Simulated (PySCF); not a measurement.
# SrLi+: bond curves at several levels of theory

The task here is to estimate one member of a computed series from the others.

Program: PySCF 2.14.0. Level of theory: Sr def2-SVP with ECP28, Li def2-SVP, scalar-relativistic core potentials. These are calculated values, not measurements.

Set-up of the first run:

The job is set up so:

```json
{
  "atoms": "Sr, Li",
  "charge": "1",
  "basis": "Sr def2-SVP with ECP28, Li def2-SVP",
  "Hamiltonian": "scalar-relativistic core potentials",
  "basis functions": "32",
  "electrons treated": "12",
  "masses in u": "87.9056, 7.0160",
  "levels": "PBE0, PBE, r²SCAN, BHandHLYP, M06-2X, PW91, ωB97X, HF, MP2, SCS-MP2, CCSD, CCSD(T)",
  "grid": "80 radial by 434 angular points",
  "occupations": "held fixed by the projection of orbital angular momentum",
  "dissociation limit": "Sr + Li+, each in its ground configuration",
  "starting distance in angstrom": "3.095",
  "values of 2S to try": "0, 2"
}
```

The run is started by

```console
$ OMP_NUM_THREADS=1 python dia.py task.json out
```

Among the steps run: Input; First curve: PBE0; Higher solutions at PBE0; PBE; r²SCAN (meta-GGA); BHandHLYP; M06-2X (hybrid meta-GGA); PW91 (GGA); ωB97X (range-separated hybrid); RHF (mean field); Adding correlation.

One of the session's tables, all rows but one given; the rest of the session is left out.

Energy (eV) from each level's lowest point:

```
R (Å)    RHF  RHF-MP2  RHF-SCS-MP2  RHF-CCSD  RHF-CCSD(T)
2.951  0.313    0.247        0.253       n/a          n/a
3.089  0.167    0.124        0.128     0.123        0.125
3.226  0.074    0.049        0.052     0.049        0.050
3.329      ?        ?            ?         ?            ?
3.432  0.008    0.002        0.003     0.002        0.002
3.535  0.000    0.000        0.000     0.000        0.000
3.672  0.008    0.014        0.013     0.014        0.013
3.844  0.041    0.050        0.048     0.050        0.049
4.050  0.103    0.111        0.108     0.112        0.109
4.324  0.206    0.207        0.204       n/a          n/a
```

Q: Estimate the row for R (Å) = 3.329 from the others.

Worked estimate for «RHF». A straight line through the neighbours (3.226, 0.074) and (3.432, 0.008) gives 0.074 + (0.008 − 0.074) × (3.329 − 3.226) / (3.432 − 3.226) = 0.041; a parabola fitted to 4 rows on both sides gives 0.031.

**Answer.** RHF: 0.031; RHF-MP2: 0.017; RHF-SCS-MP2: 0.019; RHF-CCSD: 0.017; RHF-CCSD(T): 0.018. In «RHF» the line misses by +0.010 and the parabola by 0.000.

State 2 has its PBE0 minimum 0.96 eV higher. State 3 has its PBE0 minimum 1.53 eV higher. The other levels ran on the lowest alone.
